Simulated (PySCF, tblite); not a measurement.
**C₂H₁₂N₄Si₃: geometry, infrared bands, NMR shifts, electronic excitations and core binding energies**

Aim: predict the infrared bands, NMR shifts, electronic excitations and core binding energies of C₂H₁₂N₄Si₃ (`C/N=C/[SiH]1N[SiH2]N[SiH2]N1`).

Computed with tblite 0.8.0 and PySCF 2.14.0, with density-fitted response routines of our own, on a single molecule in the gas phase. Atoms count from 0, in the outputs and in this text.

## (1) The molecule as given

21 atoms, charge 0, multiplicity 1; geometry from: force field or distance geometry start.

Bonds of the start (Å): C0–N1 1.42, N1–C2 1.26, C2–Si3 1.86, Si3–N4 1.80, N4–Si5 1.78, Si5–N6 1.77, N6–Si7 1.81, Si7–N8 1.79, N8–Si3 1.78, C0–H9 1.11, C0–H10 1.11, C0–H11 1.10, C2–H12 1.08, Si3–H13 1.49, N4–H14 1.04, Si5–H15 1.48, Si5–H16 1.49, N6–H17 1.06, Si7–H18 1.47, Si7–H19 1.46, N8–H20 1.03.

## (2) Geometry optimisation with GFN2-xTB

What the job is given:

```
{"job": {"kind": "relax", "xc": "GFN2-xTB", "basis": "xTB"}, "charge": 0, "multiplicity": 1}
C      3.926500     0.421600    -0.548700
N      2.675800     0.075600     0.030000
C      1.688000    -0.224800    -0.699400
Si     0.095300    -0.665300     0.161300
N     -0.417800     0.725800     1.175800
Si    -2.078300     0.499900     1.776700
N     -3.120700     0.309100     0.354700
Si    -2.184600     0.385500    -1.187300
N     -1.066600    -1.013100    -1.139700
H      3.936700     0.151500    -1.621300
H      4.063600     1.518100    -0.438900
H      4.751500    -0.090200    -0.024600
H      1.709200    -0.215000    -1.776200
H      0.250700    -1.899100     0.973600
H      0.243200     0.915800     1.961000
H     -2.532700     1.699100     2.514600
H     -2.071200    -0.697200     2.659100
H     -3.650100    -0.606100     0.359100
H     -3.167800     0.258300    -2.277400
H     -1.437700     1.634700    -1.309900
H     -1.621800    -1.857700    -0.942900
```

Launch:

```
OMP_NUM_THREADS=1 python probes_run.py task.json out
```

This one command runs all jobs of the session in turn.

**Question.** This job is followed by: GFN2-xTB harmonic vibrations, gas phase; PBE0-D3(BJ)/def2-SVP geometry optimisation, gas phase; GIAO PBE0/pcSseg-1 NMR shielding, non-relativistic, gas phase; TDDFT wB97X-D/def2-SVPD, vertical, gas phase, core orbitals frozen in the response; GIAO wB97X-D/pcSseg-1 NMR shielding, non-relativistic, gas phase; delta-SCF UKS SCAN, pcX-2 on the ionised atom, pcseg-1 elsewhere, spin-free X2C. What will the session give for the following? strongest single infrared mode (GFN2-xTB); zero-point energy (GFN2-xTB); point group; rotational constants (main isotopes); ¹³C shifts against TMS (PBE0/pcSseg-1); ¹H shifts against TMS (PBE0/pcSseg-1, means over atoms taken as alike); ¹⁵N shifts against NH3 (PBE0/pcSseg-1, means over atoms taken as alike); ²⁹Si shifts against TMS (PBE0/pcSseg-1, means over atoms taken as alike); lowest singlet (wB97X-D/def2-SVPD); brightest single state of those computed; lowest triplet; vertical ionisation energy (ΔSCF); N1s binding energies, SCAN/pcX-2; C1s binding energies, SCAN/pcX-2; Si1s binding energies, SCAN/pcX-2; Si2p binding energies, SCAN/pcX-2; range of the shift of N6.

The runs gave:

| quantity | value |
| --- | --- |
| strongest single infrared mode (GFN2-xTB) | 2166 cm⁻¹, 1186 km/mol |
| zero-point energy (GFN2-xTB) | 91.2 kcal/mol |
| point group | C1 |
| rotational constants (main isotopes) | 1.82, 0.60, 0.49 GHz |
| ¹³C shifts against TMS (PBE0/pcSseg-1) | 181.1, 56.8 ppm |
| ¹H shifts against TMS (PBE0/pcSseg-1, means over atoms taken as alike) | 8.44, 5.38, 5.32, 5.25, 3.67, 1.41, 0.62 ppm |
| ¹⁵N shifts against NH3 (PBE0/pcSseg-1, means over atoms taken as alike) | 440.0, 39.8, 31.2 ppm |
| ²⁹Si shifts against TMS (PBE0/pcSseg-1, means over atoms taken as alike) | -34.0, -39.0 ppm |
| lowest singlet (wB97X-D/def2-SVPD) | 4.49 eV (276 nm), f = 0.002 |
| brightest single state of those computed | state 9, 7.25 eV, f = 0.225 |
| lowest triplet | 3.73 eV |
| vertical ionisation energy (ΔSCF) | 9.01 eV |
| N1s binding energies, SCAN/pcX-2 | N1 404.77, N6 403.96, N4 403.47 eV |
| C1s binding energies, SCAN/pcX-2 | C0 291.51, C2 291.01 eV |
| Si1s binding energies, SCAN/pcX-2 | Si5 1846.82, Si3 1846.68 eV |
| Si2p binding energies, SCAN/pcX-2 | Si5 107.06, Si3 106.88 eV |
| range of the shift of N6 | 26.9 to 31.2 ppm |

In words: Relaxing lowered the energy by 1.023 eV in 184 steps; the close pair that moved most is N6–Si7, from 1.806 to 1.725 Å (GFN2-xTB). No mode is imaginary among the 57: a minimum at this level. The strongest single mode, at 2166 cm⁻¹, is spread over several atoms, H15, H19, H16 among them. Unscaled tight-binding wavenumbers are off by several per cent, some by more. Its intensities can rank the bands wrongly. The optimisation took 14 steps and gained 0.293 eV; among the close pairs (by a distance rule), C2–Si3 changed most, from 1.836 to 1.893 Å (PBE0/def2-SVP). At PBE0/pcSseg-1: The largest span, 869 ppm, is at N1, where the paramagnetic term is -505 ppm. The lowest singlet, at 4.49 eV, is HOMO−2→LUMO 0.50, HOMO−1→LUMO 0.43 and is weak; of the 10 states computed, the strongest absorption comes from state 9 at 7.25 eV. The lowest triplet lies 0.76 eV below the lowest singlet (triplets in Tamm-Dancoff, singlets in full TDDFT). The orbital energy would give 8.99 eV for ionisation, ΔSCF gives 9.01 eV. N1 (imine nitrogen) binds its N1s electron 1.30 eV more tightly than N4 (nitrogen bonded to 2 Si, H, in a 6-membered ring). The C1s levels kept as sound span 0.50 eV, from C2 (C=N carbon) up to C0 (methyl carbon bonded to N). Si5 (silicon bonded to 2 N, 2 H, in a 6-membered ring) binds its Si1s electron 0.15 eV more tightly than Si3 (silicon bonded to C, 2 N, H, in a 6-membered ring). Si5 (silicon bonded to 2 N, 2 H, in a 6-membered ring) binds its Si2p electron 0.18 eV more tightly than Si3 (silicon bonded to C, 2 N, H, in a 6-membered ring). In ppm, N6 moves most: its shift spreads over 4.2 ppm, from 26.9 (wB97X-D/pcSseg-1) to 31.2 (PBE0/pcSseg-1). Part of that comes from the computed reference.
